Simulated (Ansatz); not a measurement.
**AlAsBH5 (SMILES B[AsH][AlH2]): one structure at several levels**

The task here is to estimate one member of a computed series from the others.

The runs use Ansatz 0.2.0, Gaussian basis; single points in def2-TZVPP.

Cores are frozen in the correlated methods. Filled d shells of the heavier atoms are correlated.

## The starting structure

8 atoms, charge 0, spin multiplicity 1.

Atoms are counted from 1 here; the program's logs count them from 0.

Bond lengths: B1–As2 1.987 Å, B1–Al3 2.353 Å, B1–H4 1.175 Å, B1–H5 1.169 Å, As2–Al3 2.443 Å, As2–H6 1.542 Å, Al3–H7 1.517 Å, Al3–H8 1.525 Å. Angles: As2–B1–Al3 67.9°, As2–B1–H4 115.6°, As2–B1–H5 127.0°, Al3–B1–H4 109.3°, Al3–B1–H5 96.4°, H4–B1–H5 117.4°, B1–As2–Al3 63.2°, B1–As2–H6 94.5°, Al3–As2–H6 78.2°, B1–Al3–As2 48.9°, B1–Al3–H7 118.4°, B1–Al3–H8 115.8°, As2–Al3–H7 127.7°, As2–Al3–H8 119.1°, H7–Al3–H8 111.3°.

Coordinates:

```
atom    x (Å)    y (Å)    z (Å)
  B1  -0.1105   1.0256  -0.7194
 As2  -1.4706   0.6231   0.6716
 Al3   0.1718  -1.1220   0.1987
  H4  -0.4767   0.9266  -1.8310
  H5   0.9879   1.3868  -0.5455
  H6  -0.4899   0.7838   1.8505
  H7   0.0116  -2.3236  -0.7138
  H8   1.3642  -1.2924   1.1347
```

The first run:

Input file run/in.yaml:

```yaml
crystal:
  periodic: [false, false, false]
  atoms:
    - {symbol: B, position_ang: [-0.110500, 1.025600, -0.719400]}
    - {symbol: As, position_ang: [-1.470600, 0.623100, 0.671600]}
    - {symbol: Al, position_ang: [0.171800, -1.122000, 0.198700]}
    - {symbol: H, position_ang: [-0.476700, 0.926600, -1.831000]}
    - {symbol: H, position_ang: [0.987900, 1.386800, -0.545500]}
    - {symbol: H, position_ang: [-0.489900, 0.783800, 1.850500]}
    - {symbol: H, position_ang: [0.011600, -2.323600, -0.713800]}
    - {symbol: H, position_ang: [1.364200, -1.292400, 1.134700]}
basis:
  gaussian: {orbitals: def2-TZVPP}
correlation: {method: ccsd_t}
output: {forces: true}
```

The command line of these runs was not kept.

Steps of the session up to this table: CCSD(T)/def2-TZVPP; PBE0-D4/def2-TZVPP; wB97M-V/def2-TZVPP; r2SCAN-D4/def2-TZVPP; PBE-D4/def2-TZVPP; wB97X-V/def2-TZVPP; revPBE-D4/def2-TZVPP.

One of the session's tables, all rows but one given; the rest of the session is left out.

```
   method  RMS force component (eV/Å)  angle to CCSD(T) forces (°)  dipole (D)
  CCSD(T)                       0.483                    reference        0.64
  PBE0-D4                       0.495                          7.5        0.61
  wB97M-V                           ?                            ?           ?
r2SCAN-D4                       0.478                          6.9        0.60
   PBE-D4                       0.498                         17.1        0.68
  wB97X-V                       0.528                          8.4        0.55
revPBE-D4                       0.510                         17.9        0.70
```

Q: Estimate the row for wB97M-V from the others.

**Answer.** RMS force component (eV/Å): 0.481; angle to CCSD(T) forces (°): 8.7; dipole (D): 0.59. In the column «RMS force component (eV/Å)» it lies between r2SCAN-D4 (0.478) and CCSD(T) (0.483).
